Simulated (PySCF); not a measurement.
# ClMoO3 ([MoO3Cl]-): the cost of one run

Programs: PySCF 2.14.0, with routines of our own; each step states its level. All values are computed. Atoms count from 0.

### Step 1. The system as given

5 atoms, charge -1, multiplicity 1; geometry from: GFN2-xTB.

### Step 2. Relaxing the molecule at PBE0-D3(BJ)/def2-SVP

Job settings and geometry (Å):

```
{"job": {"xc": "PBE0", "basis": "def2-SVP", "d3": "d3bj", "grid": 1, "maxiter": 30, "shake": 0.03, "kind": "geom"}, "charge": -1, "multiplicity": 1}
Mo     0.159460     0.093430     0.082970
O      0.011450     0.000740     1.710770
O      1.561350     0.036290    -0.590530
O     -0.693500     1.433290    -0.546610
Cl    -0.963920    -1.674220    -0.718730
```

Command:

```console
$ OMP_NUM_THREADS=1 python heavy_run.py task.json out
```

This one command runs all jobs of the session in turn.

**Question.** How long does this first job take on 1 thread of Arm Neoverse V2, shared host, and how much memory does it need?

About 38 s, with a peak of 0.35 GiB.
